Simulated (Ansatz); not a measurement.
# Cu: the cost of one run

Method: DFT PBEsol, scalar-relativistic, plane waves, PAW, in Ansatz 0.2.0.

1 further run of the same task is left out (set aside as unsound or not needed).

## 1. The structure to begin with

Symmetry: P6_3/mmc, No. 194, hexagonal system. The conventional cell has a = 2.534 Å, b = 2.534 Å, c = 4.113 Å, α = 90.00°, β = 90.00°, γ = 120.00°. Cu (site symmetry -6m2) has 12 Cu at 2.52 to 2.53 Å as nearest neighbours.

As a file:

```
Cu
1.0
     2.53410    0.00000    0.00000
    -1.26705    2.19459    0.00000
     0.00000    0.00000    4.11257
Cu
2
Direct
  0.33333 0.66667 0.25000
  0.66667 0.33333 0.75000
```

It goes back to an entry of the Materials Project, which need not be the stable form.

The cell is taken as given, not relaxed at this level.

## 2. Zero of energy

The reference gives a free energy of -13177.5300 eV, pressure -1.59 GPa, largest force 0.000 eV/Å and gap on the mesh none (metal). It was computed beforehand with the settings of the runs below.

## 3. The scan: an axial (c/a) deformation path

At fixed volume and fractional coordinates, lengths along (0.000, 0.000, 1.000) are scaled against those across it; ρ is that ratio over its starting value.

## 4. At ρ = 0.850

The input, input.yaml:

```yaml
crystal:
  lattice:
    - [2.6751627156, 0.0, 0.0]
    - [-1.3375813578, 2.316758871, 0.0]
    - [0.0, 0.0, 3.6902803375]
  atoms:
    - { symbol: Cu, position: [0.3333333333, 0.6666666667, 0.25] }
    - { symbol: Cu, position: [0.6666666667, 0.3333333333, 0.75] }
basis:
  ecutwfc: 420
kpoints:
  mp_grid: { grid: [24, 24, 14] }
hamiltonian:
  xc: pbesol
scf:
  occupations: { method: gaussian, width: 0.15 }
output:
  forces: true
  stress: true
  eigenvalues: true
```

The run is started by

```
> ansatz run input.yaml --threads 1 --pin off --max-ram 2560MiB --backend cpu --events-out ev --progress --plain --runs-dir out
```

**Question.** How long does this run take on 1 thread of Intel Xeon Platinum 8259CL at 2.50GHz (Skylake/Cascade Lake), shared host, and how much memory does it need?

About 15 s, with a peak of 0.53 GiB.
